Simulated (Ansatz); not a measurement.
Sc3Te in Ansatz: the effect of Hubbard term

Sc3Te:

```
Sc Te
1.0
     0.00000    3.56950    3.56950
     3.56950    0.00000    3.56950
     3.56950    3.56950    0.00000
Sc Te
3 1
Direct
  0.25000 0.25000 0.25000
  0.75000 0.75000 0.75000
  0.50000 0.50000 0.50000
  0.00000 0.00000 0.00000
```

The cell was built by a generator and needn't be a form met in nature.

Alike in all runs:

- Program: Ansatz 0.2.0
- Task: single point
- Functional: PBE
- Potentials or basis: Ansatz PAW
- Cutoff: 420 eV (not typed: the program's choice for these potentials)
- k mesh: 5 × 5 × 5
- Occupations: fermi-dirac, width 0.05 eV
- Spin: no spin polarisation
- Hubbard projectors: ortho-atomic (the default)
- Double counting: fll (the default)

```tsv
Hubbard term	pressure (GPa)
none	-0.1
Sc d U = 2 eV	3.7
Sc d U = 3 eV	5.6
Sc d U = 4 eV	7.5
Sc d U = 5 eV	9.5
Sc d U = 6 eV	?
Sc d U = 8 eV	17.0
```

Q: What does the run with Hubbard term Sc d U = 6 eV give?

A: Pressure 11.7 GPa.

Worked out: A parabola through the other rows of the pressure, of slope 2.35 GPa per eV there, gives 12.0 GPa, against the run's 11.7.

Caveats: U without spin polarisation on a metal has little footing (some runs); the U is typed as a test and isn't derived for this compound (some runs).
